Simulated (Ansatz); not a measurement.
**CCl₃NSi: one species, many methods**

Aim: compute CCl₃NSi with functionals from several rungs and with coupled cluster, and see how far each lands from CCSD(T) at the basis-set limit for the atomisation energy.

Program: Ansatz 0.2.0, Gaussian basis. Level of theory: functionals in def2-TZVPP, the program's frozen cores in correlated methods. These are calculated values, not measurements.

Plan: LDA (SPW92), PBE-D4, revPBE-D4, BLYP-D4, r2SCAN-D4, B97M-V, PBE0-D4, B3LYP-D4, r2SCANh-D4, r2SCAN0-D4, HSE06-D4, BHLYP-D4, CAM-B3LYP-D4, LC-ωPBE, ωB97X-V, ωB97M-V, B2PLYP, PBE-QIDH; CCSD(T)/def2-SVP; CCSD(T)/def2-TZVPP; MP2/def2-QZVPP; extrapolation to the limit; RPA on PBE.

**1. Structure used throughout**

The geometry comes from an earlier relaxation with PBE0-D4 in a triple-zeta def2 set; it is a stationary point.

SMILES `N#C[Si](Cl)(Cl)Cl`, 6 atoms, charge 0, spin multiplicity 1.

Atoms are counted from 1 here; the program's logs count them from 0.

Bond lengths: N1–C2 1.151 Å, C2–Si3 1.833 Å, Si3–Cl4 2.014 Å, Si3–Cl5 2.014 Å, Si3–Cl6 2.014 Å. Angles: N1–C2–Si3 180.0°, C2–Si3–Cl4 108.0°, C2–Si3–Cl5 108.0°, C2–Si3–Cl6 108.0°, Cl4–Si3–Cl5 110.9°, Cl4–Si3–Cl6 110.9°, Cl5–Si3–Cl6 110.9°.

**2. LDA**

This LDA is Slater exchange with PW92 correlation.

File in.yaml:

```yaml
crystal:
  periodic: [false, false, false]
  atoms:
    - {symbol: N, position_ang: [1.846652, -1.377243, 0.973805]}
    - {symbol: C, position_ang: [0.997199, -0.746052, 0.520738]}
    - {symbol: Si, position_ang: [-0.355216, 0.258463, -0.200935]}
    - {symbol: Cl, position_ang: [-1.737887, -1.001747, -0.947543]}
    - {symbol: Cl, position_ang: [0.429857, 1.406866, -1.657698]}
    - {symbol: Cl, position_ang: [-1.138504, 1.395812, 1.265432]}
basis:
  gaussian: {orbitals: def2-TZVPP}
hamiltonian: {xc: lda}
output: {orbitals: {seedname: orbitals}}
```

Launch:

```bash
ansatz run in.yaml --threads 4 --pin off --events-out ev --progress --plain --max-ram 10444MiB
```

After this run come: PBE-D4 (GGA); revPBE-D4 (GGA); BLYP-D4 (GGA); r2SCAN-D4 (meta-GGA); B97M-V (meta-GGA); B3LYP-D4 (hybrid); r2SCANh-D4 (hybrid); r2SCAN0-D4 (hybrid); HSE06-D4 (hybrid); BHLYP-D4 (hybrid); CAM-B3LYP-D4 (range-separated); LC-ωPBE (range-separated); ωB97X-V (range-separated); ωB97M-V (range-separated); B2PLYP (double hybrid); PBE-QIDH (double hybrid); CCSD(T) in def2-SVP; CCSD(T) in def2-TZVPP; MP2 in def2-QZVPP; RPA on PBE orbitals.

Q: Predict the results of all the runs planned. Wanted: atomisation energy, CCSD(T)/CBS; farthest beyond LDA; mean size of error, GGA; mean size of error, meta-GGA; mean size of error, hybrid; mean size of error, range-separated; mean size of error, double hybrid; gap, smallest and largest; T1 diagnostic.

**Answer**, as computed:

```
                               quantity                                      value
        atomisation energy, CCSD(T)/CBS                             574.9 kcal/mol
functionals within 2.9 kcal/mol (0.5 %)               BLYP-D4, r2SCAN-D4, PBE-QIDH
                    farthest beyond LDA                  BHLYP-D4 (-31.7 kcal/mol)
                mean size of error, GGA                               9.5 kcal/mol
           mean size of error, meta-GGA                               5.4 kcal/mol
             mean size of error, hybrid                              11.0 kcal/mol
    mean size of error, range-separated                               5.5 kcal/mol
      mean size of error, double hybrid                               4.7 kcal/mol
              gap, smallest and largest  6.03 eV (LDA (SPW92)), 13.69 eV (LC-ωPBE)
                          T1 diagnostic                                     0.0109
triples share of the correlation energy                                      4.7 %
```

What this shows: LDA overbinds by 94.5 kcal/mol (16 %). PBE-D4 misses by +22.9 kcal/mol. Double hybrids carry the basis error of their MP2 part in triple zeta, and no dispersion term here, so their miss is partly the set-up's. By mean error the best rung here is double hybrid (4.7 kcal/mol) and the worst beyond LDA is hybrid (11.0 kcal/mol). The gap between the best rungs is small, so their order is not settled. The mean of the hybrids holds BHLYP, with half exact exchange. RPA and LDA stand outside this count. Misses under about 2.9 kcal/mol are within the doubt on the reference itself, which lacks core-valence correlation, relativity and higher excitations. Hartree-Fock recovers 68 % of the binding; the rest is correlation. CCSD(T) in def2-SVP is off by -51.0 kcal/mol, which most functionals beat. Orbital gaps span 6.0 to 13.7 eV; exact exchange widens them.
